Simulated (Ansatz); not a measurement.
Predict the output of the script below (Ansatz 0.2.0 through its Python package).

The script reads `POSCAR_li3in`:
```text
Li3In
1.0
   0.00000000    3.29346900    3.29346900
   3.29346900    0.00000000    3.29346900
   3.29346900    3.29346900    0.00000000
Li In
3 1
Direct
   0.25000000    0.25000000    0.25000000
   0.75000000    0.75000000    0.75000000
   0.50000000    0.50000000    0.50000000
   0.00000000    0.00000000    0.00000000
```

The script, `fold_li3in.py`:
```python
'''A supercell of Li3In must give the energy of the small cell.'''

import warnings

import ansatz as az
from ase.io import read
from tabulate import tabulate

DISPERSION = 'D3(BJ)'


def main() -> None:
    warnings.simplefilter('ignore', az.DeckWarning)

    atoms = read('POSCAR_li3in', format='vasp')
    xtal = az.Crystal.from_ase(atoms)

    # the mesh shrinks as the cell grows, so that all cells sample the same points
    mesh = (4, 4, 4)
    rows = []
    for repeats in [(1, 1, 1), (1, 1, 2)]:
        model = (
            xtal.supercell(*repeats).calculation()
            .occupations(az.OccupationsMethod.COLD)  # the run then minimises F = E - TS
            .functional(az.Functional.R2SCAN, dispersion=DISPERSION)
            .pseudopotentials('paw')
            .kpoints(*(k // n for k, n in zip(mesh, repeats)))  # the mesh must be finer for metals
        )
        report = model.run(threads=1).report
        n = len(report['lattice']['sites'])
        rows.append((repeats, n, report['free_energy_ev'] / n, report['fermi_energy_ev'], report['n_kpoints'], report['n_symmetry_ops']))
    print(tabulate(rows, headers=['repeats', 'atoms', 'F/atom eV', 'Fermi level eV', 'k-points', 'symmetry operations'], floatfmt='.4f', tablefmt='github'))


if __name__ == '__main__':
    main()
```

Output of `python fold_li3in.py`:
```text
| repeats   |   atoms |   F/atom eV |   Fermi level eV |   k-points |   symmetry operations |
|-----------|---------|-------------|------------------|------------|-----------------------|
| (1, 1, 1) |       4 |  -1557.2067 |           4.6709 |          8 |                    48 |
| (1, 1, 2) |       8 |  -1557.2067 |           4.6709 |          8 |                    24 |
```

Total energies depend on the potentials; only differences at equal settings carry meaning. The dispersion term runs with damping parameters of another functional. Dispersion corrections can be off by several per cent in the lattices of metals, and by several GPa in the pressure at a fixed cell. For a metal this k-point mesh is coarse: on a finer one energies can move by several to tens of meV an atom and pressures by half a GPa or more, differences at one mesh by less. This cell is a computed structure, which may not be the phase found in nature. The count of operations in a supercell holds its pure translations too, and an uneven repeat can lower the point group. The script silences the warnings on its input, which a real study should read. It ran for 7.9 s on 1 thread of Arm Neoverse V1 (shared host), peak memory 0.78 GiB.

(Lines on the test bed's own set-up are left out of the output.)
